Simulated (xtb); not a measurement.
# GFN1-xTB (hydrogen mass 1 u, md dump 100 fs, md temperature 500 K, md time 1 ps) run of doublet ZnHSBr+

Wanted: a short trajectory of doublet ZnHSBr+. 

The results are computed with xtb 6.7.1.

3 further runs of the same task are left out: 3 set aside as unsound or not needed.

## Step 1: The molecule

ZnHSBr+ has 4 atoms, charge +1, and is taken as a doublet. SMILES of the parent species: `[SH][Zn][Br]`. The coordinates come from a PBE0-D4/def2-TZVP relaxation. That shape belongs to the parent species and isn't relaxed for this state. The run starts from this shape.

Bond lengths: S1–Zn2 2.156 Å, Zn2–Br3 2.233 Å, S1–H4 1.345 Å. Angles: S1–Zn2–Br3 179.1°, Zn2–S1–H4 92.6°.

## Step 2: A short trajectory at GFN1-xTB (hydrogen mass 1 u, md dump 100 fs, md temperature 500 K, md time 1 ps)

Contents of input.inp:

```
$md
   temp=500
   time=1
   step=1
   dump=100
   hmass=1
   shake=0
$end
```

Contents of mol.json:

```json
{
 "schema_name": "qcschema_molecule",
 "schema_version": 2,
 "symbols": [
  "S",
  "Zn",
  "Br",
  "H"
 ],
 "geometry": [
  -1.48740343,
  2.13009929,
  -1.68847029,
  0.03571582,
  -1.20980266,
  0.08069131,
  1.57187419,
  -4.70692983,
  1.87441934,
  -0.01511781,
  3.67268272,
  -0.3050018
 ],
 "molecular_charge": 1,
 "molecular_multiplicity": 2
}
```

Launch:

```
xtb mol.json --acc 0.001 --iterations 50 -I input.inp --gfn 1 --md --parallel 1 | tee xtb.out
```

**Question.** What will come out? Wanted: potential energy of the last frame.

**Answer.** As computed:

At GFN1-xTB (hydrogen mass 1 u, md dump 100 fs, md temperature 500 K, md time 1 ps):

| quantity | value |
| --- | --- |
| potential energy of the last frame | -8.43691 Eh |
